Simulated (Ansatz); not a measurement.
# UHF/def2-TZVPPD run of triplet BrCl

Wanted: a single-point energy of triplet BrCl. 

Program for the calculation: Ansatz 0.2.0.

35 further runs of the same task are left out: 35 set aside as unsound or not needed.

## Step 1: The structure to begin with

BrCl has 2 atoms, charge 0, and is taken as a triplet. SMILES of the parent species: `ClBr`. The bond length is the one measured for the parent species. That shape belongs to the parent species and isn't relaxed for this state.

Bond lengths: Cl1–Br2 2.136 Å.

## Step 2: A single-point energy at UHF/def2-TZVPPD

Contents of job.yaml:

```yaml
crystal:
  periodic: [false, false, false]
  atoms:
    - {symbol: Cl, position_ang: [0.000000, 0.000000, 0.000000]}
    - {symbol: Br, position_ang: [0.000000, 0.000000, 2.136065]}
basis:
  gaussian: {orbitals: def2-TZVPPD.json}
accuracy: high
hamiltonian: {xc: hf}
output: {orbitals: {seedname: orbitals}}
magnetization: {spin_polarized: true, initial_magnetization: 2}
```

The basis set def2-TZVPPD is read from a file made from the Basis Set Exchange's data (not shown).

Command:

```sh
ansatz run job.yaml --threads 1 --pin off --max-ram 3480MiB --events-out events.jsonl --progress --plain --runs-dir runs
```

Log:

```text
Warning: RAYON_NUM_THREADS=1 ignored (pool sized by the plan → 1); use --threads N
Functional definition: HF
  name "HF"
  exchange = exact_x
  correlation = 0
1351 factors; integrals over basis functions are off by at most 4.2e-9 eV
mean field evaluation 1: about -82498.9635 eV, gradient 7.8e0 eV
mean field evaluation 2: about -82499.1824 eV, gradient 8.0e0 eV
mean field evaluation 4: about -82499.6616 eV, gradient 1.5e0 eV
mean field evaluation 8: about -82499.7059 eV, gradient 4.0e-1 eV
mean field evaluation 16: about -82499.7402 eV, gradient 7.7e-7 eV
mean field evaluation 32: about -82499.7223 eV, gradient 3.2e-1 eV
mean field -82499.74024982 eV, -3031.8095338485 hartree, gradient 2.8e-8 eV, S^2 2.025750; 1 other end points of the search recorded, 0 dependent functions left out
reference -82499.74024982 eV, -3031.8095338485 hartree; 27, 25 occupied and 81, 83 virtual orbitals, 1351 factors
Total energy: -82499.74024982 eV, -3031.8095338485 hartree
```

It took 6.3 s on 1 thread of Arm Neoverse V1, shared host; peak memory 0.31 GiB.

## Step 3: What came out

Level: UHF/def2-TZVPPD.

```
                          quantity           value
                      total energy  -3031.80953 Eh
HOMO energy (highest over α and β)        -8.93 eV
 LUMO energy (lowest over α and β)        -2.01 eV
                              ⟨S²⟩           2.026
```
